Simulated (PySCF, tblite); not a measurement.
# C₆H₆NO radical: geometry, infrared bands and EPR parameters

What infrared bands and EPR parameters should C₆H₆NO radical (`[CH2]c1ccc(N=C)o1`) show?

Computed with tblite 0.8.0 and PySCF 2.14.0, with density-fitted response routines of our own, on a single molecule in the gas phase. Atoms count from 0, in the outputs and in this text.

## (1) Starting geometry

14 atoms, charge 0, multiplicity 2; geometry from: force field or distance geometry start.

Bonds of the start (Å): C0–C1 1.41, C1–C2 1.37, C2–C3 1.41, C3–C4 1.39, C4–N5 1.35, N5–C6 1.29, C4–O7 1.36, O7–C1 1.39, C0–H8 1.08, C0–H9 1.09, C2–H10 1.09, C3–H11 1.07, C6–H12 1.12, C6–H13 1.10.

## (2) Relaxing the molecule with GFN2-xTB

Job settings and geometry (Å):

```
{"job": {"kind": "relax", "xc": "GFN2-xTB", "basis": "xTB"}, "charge": 0, "multiplicity": 2}
C     -1.922800    -1.472800     0.868000
C     -1.087900    -0.640400     0.091300
C     -1.253800    -0.152900    -1.174700
C     -0.124100     0.632700    -1.500700
C      0.722400     0.583000    -0.393600
N      1.927700     1.179300    -0.249700
C      2.527600     0.986800     0.875600
O      0.132600    -0.186700     0.564000
H     -1.625000    -1.770500     1.866900
H     -2.885000    -1.811400     0.479600
H     -2.124000    -0.329900    -1.812500
H      0.073500     1.158600    -2.406300
H      2.122300     0.378000     1.720900
H      3.515900     1.445800     1.048900
```

On the command line:

```console
OMP_NUM_THREADS=1 python probes_run.py task.json out
```

One launch serves the whole session: the jobs run in the order shown.

**Question.** This job is followed by: GFN2-xTB harmonic vibrations, gas phase; UKS B3LYP, pcH-1 on C H N O, non-relativistic, mean-field spin-orbit, GIAO. What will the session give for the following? strongest single infrared mode (GFN2-xTB); zero-point energy (GFN2-xTB); g(iso) (B3LYP); ⟨S²⟩; largest a(iso) (averaged by class); surface potential, 1st and 99th percentile.

The runs gave:

| quantity | value |
| --- | --- |
| strongest single infrared mode (GFN2-xTB) | 767 cm⁻¹, 59 km/mol |
| zero-point energy (GFN2-xTB) | 63.9 kcal/mol |
| g(iso) (B3LYP) | 2.00254 |
| ⟨S²⟩ | 0.795 (exact 0.75) |
| largest a(iso) (averaged by class) | 13C on C4, 40.2 MHz |
| surface potential, 1st and 99th percentile | -1.40 V and 1.15 V |

**Reading.** Relaxing lowered the energy by 0.264 eV in 35 steps; the close pair that moved most is C1–C2, from 1.367 to 1.428 Å. The lowest mode is imaginary (56i cm⁻¹), so the xTB geometry is not a minimum. The strongest single mode, at 767 cm⁻¹, is spread over several atoms, H8, H9, C0 among them. GFN2-xTB is a fitted tight-binding method: band positions and strengths are rough. Its intensities can rank the bands wrongly. The largest spin populations lie on C0 (0.51 e), C6 (0.39 e). The isotropic g lies 0.2 ppt above the free-electron value.
